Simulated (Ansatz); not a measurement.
What does this script print? It uses the Ansatz DFT code, driven from Python.

Script `run_relaxed_scan.py`:
```python
'''Relaxed scan of one distance in GeH4S.'''

import warnings

import ansatz
from ase import Atoms
import numpy as np

warnings.simplefilter('ignore', ansatz.DeckWarning)

atoms = Atoms(['S', 'Ge', 'H', 'H', 'H', 'H'], positions=[
    [0.8925, -1.1624, 1.0518],
    [-0.1828, 0.5012, -0.0816],
    [0.5075, -2.0635, 0.031],
    [-1.5966, 0.1426, -0.2829],
    [0.4995, 0.6739, -1.4817],
    [-0.078, 1.8442, 0.7172],
])
molecule = ansatz.Crystal.molecule_from_ase(atoms)

base = (
    molecule.calculation()
    .basis(gaussian='def2-SVP')
    .functional('B3LYP')
)
symbols = [site.symbol for site in molecule.cartesian_sites]
pairs = [(0, 1), (0, 2), (1, 3), (1, 4), (1, 5)]
print('held (A)   E (eV)        ', '  '.join(f'{symbols[i]}{i}-{symbols[j]}{j}' for i, j in pairs))
for length in [1.44, 1.57, 1.69, 1.88, 2.11]:
    report = base.relax(constraints=[ansatz.DistanceConstraint((1, 5), at=length)], force_tolerance=0.02, max_steps=60).run().report
    xyz = np.array(report['positions_ang'])
    print(f'{length:6.2f} {report["free_energy_ev"]:14.5f}  ', '  '.join(f'{np.linalg.norm(xyz[i] - xyz[j]):.3f}' for i, j in pairs))
```

```console
$ python run_relaxed_scan.py
held (A)   E (eV)         S0-Ge1  S0-H2  Ge1-H3  Ge1-H4  Ge1-H5
  1.44   -67410.33926   2.252  1.353  1.543  1.543  1.440
  1.57   -67410.42579   2.251  1.354  1.543  1.543  1.570
  1.69   -67410.27712   2.248  1.354  1.542  1.542  1.690
  1.88   -67409.81244   2.247  1.355  1.542  1.542  1.880
  2.11   -67409.11112   2.243  1.356  1.542  1.542  2.110
```

Notes:
- Total energies depend on the basis set; only differences at equal settings carry meaning.
- The energies are electronic: no zero-point or thermal terms, and the basis set is short of its limit.
- b3lyp holds the VWN-RPA fit, as in Gaussian; the form of ORCA and Turbomole is b3lyp5.
- The script silences the warnings on its input, which a real study should read.
- Timing: 70 s on 1 thread of Arm Neoverse V1, on a shared host, peak memory 0.21 GiB.
